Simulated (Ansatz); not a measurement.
# C₆H₁₆O₄Ti: basis-set convergence

An exercise on one series of results from a longer session: the logs are not shown, and one member is left open.

Program: Ansatz 0.2.0, Gaussian basis. Level of theory: one geometry, several basis sets. These are calculated values, not measurements.

Levels to be run: PBE0-D4/def2-SVP; ωB97M-V/def2-SVP; PBE0-D4/def2-QZVPP; ωB97M-V/def2-QZVPP; the functionals' def2-TZVPP values are taken from earlier runs.

## Structure used throughout

All runs share one geometry, relaxed beforehand with PBE0-D4 in a triple-zeta def2 set.

SMILES `CC(C)[O][Ti]([OH])([OH])[O]C(C)C`, 27 atoms, charge 0, spin multiplicity 1.

Atoms are counted from 1 here; the program's logs count them from 0.

Bond lengths: C1–C2 1.516 Å, C1–H12 1.093 Å, C1–H13 1.093 Å, C1–H14 1.092 Å, C2–C3 1.516 Å, C2–O4 1.403 Å, C2–H15 1.099 Å, C3–H16 1.094 Å, C3–H17 1.093 Å, C3–H18 1.091 Å, O4–Ti5 1.779 Å, Ti5–O6 1.816 Å, Ti5–O7 1.814 Å, Ti5–O8 1.779 Å, O6–H19 0.957 Å, O7–H20 0.958 Å, O8–C9 1.407 Å, C9–C10 1.516 Å and more. Angles: C2–C1–H12 110.7°, C2–C1–H13 110.1°, C2–C1–H14 110.6°, H12–C1–H13 108.5°, H12–C1–H14 108.5°, H13–C1–H14 108.4°, C1–C2–C3 112.4°, C1–C2–O4 110.0°, C1–C2–H15 108.9°, C3–C2–O4 109.9°, C3–C2–H15 108.8°, O4–C2–H15 106.7°, C2–C3–H16 110.2°, C2–C3–H17 110.7°, C2–C3–H18 110.5°, H16–C3–H17 108.4°, H16–C3–H18 108.3°, H17–C3–H18 108.7° and more.

The first run:

in.yaml reads:

```yaml
crystal:
  periodic: [false, false, false]
  atoms:
    - {symbol: C, position_ang: [-0.125183, 1.044591, -2.426747]}
    - {symbol: C, position_ang: [-0.024942, 2.207561, -1.458811]}
    - {symbol: C, position_ang: [1.356211, 2.833413, -1.447012]}
    - {symbol: O, position_ang: [-0.368627, 1.786816, -0.164847]}
    - {symbol: Ti, position_ang: [-0.062371, 0.769703, 1.262076]}
    - {symbol: O, position_ang: [1.254264, 1.506996, 2.272917]}
    - {symbol: O, position_ang: [-1.594585, 0.620486, 2.222276]}
    - {symbol: O, position_ang: [0.464206, -0.850145, 0.747825]}
    - {symbol: C, position_ang: [0.140114, -2.216797, 0.662317]}
    - {symbol: C, position_ang: [-1.070251, -2.403359, -0.232038]}
    - {symbol: C, position_ang: [-0.078579, -2.782339, 2.052032]}
    - {symbol: H, position_ang: [0.094605, 1.371096, -3.445987]}
    - {symbol: H, position_ang: [0.587974, 0.263208, -2.150928]}
    - {symbol: H, position_ang: [-1.129591, 0.616982, -2.409719]}
    - {symbol: H, position_ang: [-0.757952, 2.973800, -1.746480]}
    - {symbol: H, position_ang: [2.108539, 2.084477, -1.184222]}
    - {symbol: H, position_ang: [1.603598, 3.240195, -2.430477]}
    - {symbol: H, position_ang: [1.404560, 3.639308, -0.713071]}
    - {symbol: H, position_ang: [2.081503, 1.107145, 2.541504]}
    - {symbol: H, position_ang: [-2.454229, 0.989634, 2.017854]}
    - {symbol: H, position_ang: [1.003030, -2.717058, 0.202153]}
    - {symbol: H, position_ang: [-0.891215, -1.969052, -1.217197]}
    - {symbol: H, position_ang: [-1.941774, -1.914201, 0.211709]}
    - {symbol: H, position_ang: [-1.297124, -3.464703, -0.357451]}
    - {symbol: H, position_ang: [-0.923143, -2.280934, 2.531898]}
    - {symbol: H, position_ang: [-0.289598, -3.853307, 2.003885]}
    - {symbol: H, position_ang: [0.808863, -2.633912, 2.670342]}
basis:
  gaussian: {orbitals: def2-SVP}
hamiltonian: {xc: pbe0, dispersion: d4}
output: {orbitals: {seedname: orbitals}}
```

Run with:

```sh
> ansatz run in.yaml --threads 10 --pin off --events-out ev --progress --plain --max-ram 110592MiB --backend cpu
```

Steps of the session up to this table: PBE0-D4 in def2-SVP; ωB97M-V in def2-SVP; PBE0-D4 in def2-QZVPP; ωB97M-V in def2-QZVPP.

One of the session's tables, all rows but one given; the rest of the session is left out.

It belongs to the step «Density functionals: the series». 

| functional | basis | HOMO (eV) |
| --- | --- | --- |
| PBE0-D4 | def2-SVP | -7.65 |
| PBE0-D4 | def2-TZVPP | -7.79 |
| PBE0-D4 | def2-QZVPP | -7.80 |
| ωB97M-V | def2-SVP | -9.98 |
| ωB97M-V | def2-TZVPP | ? |
| ωB97M-V | def2-QZVPP | -10.15 |

Q: Estimate the row for ωB97M-V, def2-TZVPP from the others.

As computed: HOMO (eV): -10.14. In the column «HOMO (eV)» it lies between ωB97M-V, def2-QZVPP (-10.15) and ωB97M-V, def2-SVP (-9.98).
